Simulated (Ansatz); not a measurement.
**F4H2MoO2: one species, many methods**

An exercise on one series of results from a longer session: the logs are not shown, and one member is left open.

The runs use Ansatz 0.2.0, Gaussian basis; functionals in def2-TZVPP, the program's frozen cores in correlated methods.

Levels to be run: LDA (SPW92), PBE-D4, revPBE-D4, BLYP-D4, r2SCAN-D4, B97M-V, PBE0-D4, B3LYP-D4, r2SCANh-D4, r2SCAN0-D4, HSE06-D4, BHLYP-D4, CAM-B3LYP-D4, LC-ωPBE, ωB97X-V, ωB97M-V, B2PLYP, PBE-QIDH; CCSD(T)/def2-SVP; CCSD(T)/def2-TZVPP; MP2/def2-QZVPP; extrapolation to the limit; RPA on PBE.

## The relaxed structure

An earlier PBE0-D4 in a triple-zeta def2 set relaxation fixed the geometry. Mo takes the def2 core potential; no spin-orbit term is included.

SMILES `[OH][Mo]([OH])([F])([F])([F])[F]`, 9 atoms, charge 0, spin multiplicity 1.

Atoms are counted from 1 here; the program's logs count them from 0.

Bond lengths: O1–Mo2 1.830 Å, O1–H8 0.962 Å, Mo2–O3 1.845 Å, Mo2–F4 1.838 Å, Mo2–F5 1.854 Å, Mo2–F6 1.832 Å, Mo2–F7 1.857 Å, O3–H9 0.963 Å. Angles: Mo2–O1–H8 131.2°, O1–Mo2–O3 94.1°, O1–Mo2–F4 99.3°, O1–Mo2–F5 84.5°, O1–Mo2–F6 91.5°, O1–Mo2–F7 170.0°, O3–Mo2–F4 166.4°, O3–Mo2–F5 95.6°, O3–Mo2–F6 91.8°, O3–Mo2–F7 83.1°, F4–Mo2–F5 88.1°, F4–Mo2–F6 85.5°, F4–Mo2–F7 84.1°, F5–Mo2–F6 171.8°, F5–Mo2–F7 86.3°, F6–Mo2–F7 98.2°, Mo2–O3–H9 124.4°.

The first run:

Input file in.yaml:

```yaml
crystal:
  periodic: [false, false, false]
  atoms:
    - {symbol: O, position_ang: [-1.667273, 0.347474, -0.116682]}
    - {symbol: Mo, position_ang: [0.036544, -0.302036, 0.039318]}
    - {symbol: O, position_ang: [0.738133, 1.304072, 0.615510]}
    - {symbol: F, position_ang: [-0.270473, -2.055383, -0.417864]}
    - {symbol: F, position_ang: [0.158335, 0.085339, -1.769718]}
    - {symbol: F, position_ang: [-0.278475, -0.846708, 1.759601]}
    - {symbol: F, position_ang: [1.825388, -0.787172, -0.067644]}
    - {symbol: H, position_ang: [-2.124932, 0.752761, -0.859783]}
    - {symbol: H, position_ang: [1.671352, 1.455253, 0.800061]}
basis:
  gaussian: {orbitals: def2-TZVPP}
hamiltonian: {xc: lda}
output: {orbitals: {seedname: orbitals}}
```

Among the steps run: LDA; PBE-D4 (GGA); revPBE-D4 (GGA); BLYP-D4 (GGA); r2SCAN-D4 (meta-GGA); B97M-V (meta-GGA); PBE0-D4 (hybrid); B3LYP-D4 (hybrid); r2SCANh-D4 (hybrid); r2SCAN0-D4 (hybrid); HSE06-D4 (hybrid); BHLYP-D4 (hybrid); CAM-B3LYP-D4 (range-separated); LC-ωPBE (range-separated); ωB97X-V (range-separated); ωB97M-V (range-separated); B2PLYP (double hybrid); PBE-QIDH (double hybrid).

One table of the session follows, with a row left open; its other results are not shown here.

It belongs to the step «Orbital energies across the functionals». 

| functional | HOMO (eV) | LUMO (eV) | gap (eV) |
| --- | --- | --- | --- |
| LDA (SPW92) | -9.05 | -5.22 | 3.83 |
| PBE-D4 | -8.81 | -4.98 | 3.82 |
| revPBE-D4 | -8.72 | -4.89 | 3.83 |
| BLYP-D4 | -8.74 | -4.94 | 3.80 |
| r2SCAN-D4 | -9.28 | -5.11 | 4.17 |
| B97M-V | -9.39 | -5.12 | 4.27 |
| PBE0-D4 | -10.68 | -4.50 | 6.18 |
| B3LYP-D4 | -10.41 | -4.73 | 5.68 |
| r2SCANh-D4 | -9.98 | -4.90 | 5.07 |
| r2SCAN0-D4 | -11.02 | -4.57 | 6.44 |
| HSE06-D4 | ? | ? | ? |
| BHLYP-D4 | -12.49 | -3.87 | 8.62 |
| CAM-B3LYP-D4 | -12.20 | -3.48 | 8.72 |
| LC-ωPBE | -13.48 | -2.25 | 11.23 |
| ωB97X-V | -13.16 | -2.34 | 10.82 |
| ωB97M-V | -13.11 | -2.36 | 10.76 |

Q: Estimate the row for HSE06-D4 from the others.

The run gave: HOMO (eV): -10.27; LUMO (eV): -4.87; gap (eV): 5.39. In the column «HOMO (eV)» it lies between B3LYP-D4 (-10.41) and r2SCANh-D4 (-9.98).
